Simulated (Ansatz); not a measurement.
Write a Python script for the Python package of Ansatz (0.2.0) that makes a projected density of states of KCaZrSbO6, space group F-43m. Use: PBE, PAW, the default cutoff (420 eV here), 4×4×4 k-points, fixed occupations.

```
K Ca Zr Sb O
1.0
     0.00000    4.08658    4.08658
     4.08658    0.00000    4.08658
     4.08658    4.08658    0.00000
K Ca Zr Sb O
1 1 1 1 6
Direct
  0.75000 0.75000 0.75000
  0.25000 0.25000 0.25000
  0.50000 0.50000 0.50000
  0.00000 0.00000 0.00000
  0.75613 0.24387 0.24387
  0.24387 0.75613 0.75613
  0.75613 0.75613 0.24387
  0.24387 0.24387 0.75613
  0.24387 0.75613 0.24387
  0.75613 0.24387 0.75613
```

`kcazrsbo6_pdos.py`:
```python
'''Projected density of states of KCaZrSbO6.'''

import ansatz as az
import numpy as np


def main() -> None:
    vectors = np.array([
        [0.0, 4.086583, 4.086583],
        [4.086583, 0.0, 4.086583],
        [4.086583, 4.086583, 0.0],
    ])
    cell = (
        az.Lattice.of(vectors)
        .atom('K', [0.75, 0.75, 0.75])
        .atom('Ca', [0.25, 0.25, 0.25])
        .atom('Zr', [0.5, 0.5, 0.5])
        .atom('Sb', [0.0, 0.0, 0.0])
        .atom('O', [0.756129, 0.243871, 0.243871])
        .atom('O', [0.243871, 0.756129, 0.756129])
        .atom('O', [0.756129, 0.756129, 0.243871])
        .atom('O', [0.243871, 0.243871, 0.756129])
        .atom('O', [0.243871, 0.756129, 0.243871])
        .atom('O', [0.756129, 0.243871, 0.756129])
    )

    setup = (
        cell.calculation()
        .occupations('fixed')
        .kpoints(spacing=0.4)
        .scf(extra_bands=26)
        .density_of_states(projected=True, method='smearing', broadening_width=0.15, energy_step=0.1)
    )
    history = []
    res = setup.session().plan().execute(on_event=lambda event: history.append(event['data']['dr2_ev']) if event['event'] == 'scf_iter' else None)
    r = res.report
    print('density residual by iteration (eV):', ' '.join(f'{value:.1e}' for value in history[:40]))

    dos = res.density_of_states()
    energy = np.asarray(dos.energies_ev) - dos.fermi_ev
    curves = {}
    for site in res.projected_density_of_states().sites:
        for shell in site.shells:
            weight = sum(np.sum(curve.g_bin_mean_per_ev, axis=0) for curve in shell.curves)
            name = f'{site.species} {shell.label}'
            curves[name] = curves.get(name, 0) + weight

    step = energy[1] - energy[0]
    windows = [(-6, -3), (-3, 0), (0, 6)]
    print('states by shell in windows of E - E_F (eV):', windows)
    for name, g in curves.items():
        print(f'{name:8s}', ' '.join(f'{step * g[(energy >= a) & (energy < b)].sum():8.3f}' for a, b in windows))
    filled = (energy < 0) & (energy > -6)
    for name, g in curves.items():
        if g[filled].sum() * step > 0.5:
            print(f'centre of {name}: {np.average(energy[filled], weights=g[filled]):.2f} eV')


if __name__ == '__main__':
    main()
```

```console
$ python kcazrsbo6_pdos.py
DeckWarning: basis.ecutwfc = 420 eV, auto-derived from the records' recommended cutoffs: set by K (normal level)
density residual by iteration (eV): 3.7e-03 4.3e-04 1.3e-04 2.5e-06 3.4e-07 3.5e-08
states by shell in windows of E - E_F (eV): [(-6, -3), (-3, 0), (0, 6)]
K 3S        0.002    0.004    0.003
K 4S        0.012    0.092    0.113
K 3P        0.029    0.078    0.006
Ca 3S       0.003    0.001    0.002
Ca 4S       0.111    0.077    0.220
Ca 3P       0.007    0.014    0.003
Zr 4S       0.012    0.013    0.006
Zr 5S       0.079    0.059    0.162
Zr 4P       0.050    0.075    0.010
Zr 4D       0.778    1.090    4.615
Sb 5S       0.010    0.009    0.688
Sb 5P       0.961    0.090    0.286
Sb 4D       0.007    0.041    0.001
O 2S        0.180    0.136    0.380
O 2P        6.326   22.897    2.047
centre of Zr 4D: -2.99 eV
centre of Sb 5P: -4.30 eV
centre of O 2P: -2.06 eV
```
(Warnings from the package without file and line.)

Reading the output:
- Spin is left out of this run.
- Semilocal gaps usually lie well under measured ones.
- The Fermi level of a run with fixed occupations marks the highest occupied state on its mesh, not mid-gap.
- The empty d shell of the heavier alkali and alkaline-earth atoms, which makes much of a conduction band, may have no channel.
- The crystal has a gap of about 3.26 eV on the mesh; any density of states at or just above the Fermi level is the tail of the broadening.
- No functional is typed, so the default, PBE, holds.
- The structure comes from a database of computed cells and needn't be a stable or known phase.
- Curves are summed over the cell's atoms. Only shells that the potentials hold have channels, so projections don't add up to the total, least of all where a shell is missing (p of most metals); heights and places of peaks move with the mesh.
- The density of states is complete only as far up as bands were computed.
- A band centre counts only the states inside the window taken.
- It ran for 7.6 s on 1 thread of Arm Neoverse V1 (shared host), peak memory 0.46 GiB.

(Lines on the test bed's own set-up are left out of the output.)
